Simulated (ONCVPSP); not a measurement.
**Bromine: generating and testing an ONCV potential**

Do these settings give a usable potential? It is generated, then checked for transferability, scattering, ghosts and hardness.

Program: ONCVPSP 4.0.1.1 (patched build). Reference atom: PBE, scalar-relativistic, spherical and spin-unpolarised. All values are calculated.

### Step 1. Settings

The settings as typed:

| Item | Value |
| --- | --- |
| element | bromine (Br, Z = 35) |
| type | optimised norm-conserving Vanderbilt (ONCV) |
| frozen core | [Ar] 3d10 |
| valence charge | 7 |
| reference configuration | 4s2 4p5 |
| partial waves | 4s: rc 1.40 bohr, ncon 3, nbas 7, qcut 5.1 1/bohr, local; 4p: rc 1.45 bohr, ncon 4, nbas 7, qcut 5.8 1/bohr, 2 projectors, debl 1.9 Ha; d scattering state at 0.03 Ha: rc 1.55 bohr, ncon 5, nbas 8, qcut 5.8 1/bohr, 1 projector |
| local potential | the s channel |
| core correction | Teter function, parameters optimised by the program |

The outer shells as boxes (Hund's rule for the drawing; the calculation is spin-unpolarised):

```
[Ar] core
3d [↑↓][↑↓][↑↓][↑↓][↑↓]
4s [↑↓]
4p [↑↓][↑↓][↑ ]
```

An earlier all-electron run gives the scale for the radii.

All-electron outer shells of the reference configuration (PBE, scalar-relativistic, ld1.x):

```json
{"shell": "3p", "level (eV)": "-173.49", "outermost node (bohr)": "0.21", "outermost maximum (bohr)": "0.48"}
{"shell": "3d", "level (eV)": "-66.72", "outermost node (bohr)": "–", "outermost maximum (bohr)": "0.43"}
{"shell": "4s", "level (eV)": "-20.13", "outermost node (bohr)": "0.67", "outermost maximum (bohr)": "1.41"}
{"shell": "4p", "level (eV)": "-7.86", "outermost node (bohr)": "0.70", "outermost maximum (bohr)": "1.66"}
```

### Step 2. Generating the potential

Input file Br.dat:

```
# ATOM AND REFERENCE CONFIGURATION
# atsym  z   nc   nv     iexc    psfile
  Br 35.00    6    2        4      upf
#
#   n    l    f
    1    0    2.00
    2    0    2.00
    2    1    6.00
    3    0    2.00
    3    1    6.00
    3    2   10.00
    4    0    2.00
    4    1    5.00
#
# PSEUDOPOTENTIAL AND OPTIMIZATION
# lmax
    2
#
#   l,   rc,      ep,       ncon, nbas, qcut
    0    1.40    0.00    3    7    5.10
    1    1.45    0.00    4    7    5.80
    2    1.55    0.03    5    8    5.80
#
# LOCAL POTENTIAL
# lloc, lpopt,  rc(5),   dvloc0
    0    5    1.40    0.00
#
# VANDERBILT-KLEINMAN-BYLANDER PROJECTORs
# l, nproj, debl
    0    0    2.60
    1    2    1.90
    2    1    1.00
#
# MODEL CORE CHARGE
# icmod, fcfact, rcfact
    4    0.75    0.00
#
# LOG DERIVATIVE ANALYSIS
# epsh1, epsh2, depsh
   -2.00    5.00    0.02
#
# OUTPUT GRID
# rlmax, drl
    6.00    0.01
#
# TEST CONFIGURATIONS
# ncnf
    4
# nvcnf
#   n    l    f
    2
    4    0    2.00
    4    1    4.00
#
    2
    4    0    2.00
    4    1    3.00
#
    2
    4    0    2.00
    4    1    2.00
#
    2
    4    0    1.00
    4    1    6.00
#
```

The run is started by

```
$ oncvpsp.x < Br.dat > Br.out
```

Q: Predict the outcome of this session. Wanted: cutoffs for 1 and 0.1 mHa per electron, occupied waves; bound ghosts; GHOST(+) flags; largest test error; largest phase difference near zero energy, channels read; rms error of d²Exc/dn², without and with the model core.

The runs gave:

| quantity | value |
| --- | --- |
| cutoffs for 1 and 0.1 mHa per electron, occupied waves | 13 Ha and 40 Ha |
| bound ghosts | d at -311.28 eV |
| GHOST(+) flags | p at 120 eV |
| largest test error (AE − PS) | -24 meV, for 4s2 4p2 |
| largest phase difference near zero energy, channels read | 0.005 rad |
| rms error of d²Exc/dn², without and with the model core | 3.67 and 0.01 mHa |

In words: It has a bound ghost (d), a state that the atom doesn't have, and that rules the file out. The worst unpolarised test, 4s2 4p2, is off by 24 meV on 69.3 eV; by total energies transferability rates as good. Atomic tests can pass in spite of a ghost, since they solve only for the levels asked. By its cutoff, 13 Ha for the looser tolerance, it is soft on the atom at that tolerance. The tighter tolerance needs 40 Ha, and converged work needs a cutoff nearer that. Near zero energy the phases of the channels with partial waves agree within 0.005 rad. The program also flags highly localised states, GHOST(+) (p).
